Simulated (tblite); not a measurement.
# AsClH4OSe2Si: the cost of one run

Computed with tblite 0.8.0 and PySCF 2.14.0; each step states its level. No surroundings beyond the atoms listed, unless a continuum is named. Atoms count from 0, parts from 1.

## 1. The system as given

10 atoms, charge 0, multiplicity 1; geometry: distance geometry start.

## 2. Relaxing the cluster with GFN2-xTB

The job: settings as JSON, then the geometry in Å.

```
{"job": {"kind": "relax", "xc": "GFN2-xTB", "basis": "xTB"}, "charge": 0, "multiplicity": 1}
Se     0.116668    -3.174006    -0.427698
As     0.756492    -1.548937     1.200885
Se     3.033945    -0.938427     1.254508
O     -0.456729    -0.174661     1.459119
Si    -0.960192     1.007069     0.214052
Cl     0.516154     2.482725     0.026419
H     -0.461250    -4.077870    -1.481870
H      4.436900    -0.305956     1.326305
H     -2.203747     1.586639     0.605214
H     -1.144549     0.310492    -1.018606
```

Method: GFN2-xTB geometry optimisation, gas phase.

Started as:

```bash
OMP_NUM_THREADS=1 python cluster_run.py task.json out
```

One launch serves the whole session: the jobs run in the order shown.

**Question.** How long does this first job take on 1 thread of Arm Neoverse V1, shared host?

About 5.6 s.
